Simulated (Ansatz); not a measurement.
## C2H3AlBrF, SMILES FC(Br)=[CH][AlH2]: a single point in a Gaussian basis, step by step

Computed with Ansatz 0.2.0, Python API.

At the Python prompt:
```pycon
>>> from pathlib import Path
>>> import ansatz as az
>>> geometry_ang = [
...     ("F", (0.5036, -1.7246, 0.9704)),
...     ("C", (0.8472, -0.3817, 0.971)),
...     ("Br", (2.1879, 0.1598, 2.1786)),
...     ("C", (0.373, 0.5289, 0.1464)),
...     ("Al", (-1.1209, 0.0449, -1.1618)),
...     ("H", (0.6283, 1.5676, 0.1743)),
...     ("H", (-1.7088, 1.1812, -2.0913)),
...     ("H", (-1.6181, -1.4331, -1.2433)),
... ]
>>> system = az.Crystal.molecule()
>>> for symbol, xyz in geometry_ang:
...     system = system.atom(symbol, xyz)
...
>>> job = (
...     system.calculation()
...     .basis(gaussian="def2-TZVP")
...     .functional("B3LYP", dispersion="d4")
...     .orbitals()
... )
>>> out = job.run(threads=1, pin="off", runs_dir="out")

>>> data = out.report
>>> data["n_occupied"], data["n_virtual"]
([36, 36], [160, 160])
>>> print(f"E = {data['free_energy_ev']:.6f} eV = {data['free_energy_ev'] / 27.211386246:.7f} Ha")
E = -81485.517891 eV = -2994.5375496 Ha
>>> print("converged:", data["converged"], " doubts:", data["published_state_doubts"] or "none")
converged: True  doubts: none
>>> field = data["mean_field"]
>>> print("<S^2> =", round(abs(field["state"]["spin_squared"]), 4), " all-electron relativity setting:", field["relativity"])
<S^2> = 0.0  all-electron relativity setting: none
>>> print("passes:", field["passes"])
passes: {'evaluations': 16, 'products': 13}
>>> if "symmetry" in field:
...     print("occupied orbitals by irrep:", field["symmetry"]["occupied"])
...
occupied orbitals by irrep: [{'A': 36}, {'A': 36}]
>>> lines = Path(data["orbitals_path"]).read_text().splitlines()
>>> field_of = lambda key: [line.split("=")[1].strip() for line in lines if line.startswith(key)]
>>> orbitals = [(27.211386 * float(e), s, float(n)) for e, s, n in zip(field_of("Ene="), field_of("Spin="), field_of("Occup="))]
>>> homo = max(e for e, _, n in orbitals if n > 0.5)
>>> lumo = min(e for e, _, n in orbitals if n < 0.5)
>>> print(f"HOMO {homo:.3f} eV, LUMO {lumo:.3f} eV, gap {lumo - homo:.3f} eV")
HOMO -7.416 eV, LUMO -2.203 eV, gap 5.213 eV
```

What to keep in mind:
- Total energies depend on the basis set; only differences at equal settings carry meaning.
- The geometry is a force-field or estimated start, not a minimum of this method, and the basis set is short of its limit.
- b3lyp holds the VWN-RPA fit, as in Gaussian; the form of ORCA and Turbomole is b3lyp5.
- Levels such as HOMO and LUMO are orbital energies: with these approximate functionals they aren't the ionisation energy and electron affinity, and their gap isn't the fundamental gap.
- Hardware and time: 9.5 s on 1 thread of Arm Neoverse V1, with other jobs on the host, peak memory 0.59 GiB.

(Lines on the test bed's own set-up are left out of the output.)
